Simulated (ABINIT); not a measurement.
AlN:

```
Al N
1.0
     3.11300    0.00000    0.00000
    -1.55650    2.69594    0.00000
     0.00000    0.00000    4.98100
Al N
2 2
Direct
  0.33333 0.66667 0.00000
  0.66667 0.33333 0.50000
  0.33333 0.66667 0.38000
  0.66667 0.33333 0.88000
```

- Program: ABINIT 10.8.3 (patched build)
- Task: relaxation of cell and atoms
- Functional: PBE
- Potentials or basis: PseudoDojo NC SR PBE v0.4.1 standard
- Cutoff: 1143 eV
- k mesh: 8 × 8 × 4
- Occupations: fermi-dirac, width 0.05 eV
- Spin: no spin polarisation

At the start: pressure 3.4 GPa; volume 10.45 Å³/atom.

Q: Where does the relaxation end?

A: Over 8 steps the energy falls by 2.1 meV/atom and the volume is 10.63 Å³/atom (+1.7 %); space group P6_3mc (No. 186, to 0.05 Å).

Step by step:
```
step  energy change (eV)  largest force (eV/Å)  pressure (GPa)  volume (Å³)
   1              0.0000                0.1305            3.37        41.80
   2             -0.0071                0.0677            1.28        42.24
   3             -0.0085                0.0226            0.00        42.51
   4             -0.0085                0.0158           -0.03        42.52
   5             -0.0085                0.0012           -0.03        42.52
   6             -0.0085                0.0020           -0.01        42.51
   7             -0.0085                0.0017            0.01        42.51
   8             -0.0085                0.0004            0.00        42.51
```

Final structure:
```
Al N
1.0
     3.12849    0.00000    0.00000
    -1.56425    2.70935    0.00000
     0.00000    0.00000    5.01498
Al N
2 2
Direct
  0.33333 0.66667 0.99923
  0.66667 0.33333 0.49923
  0.33333 0.66667 0.38077
  0.66667 0.33333 0.88077
```
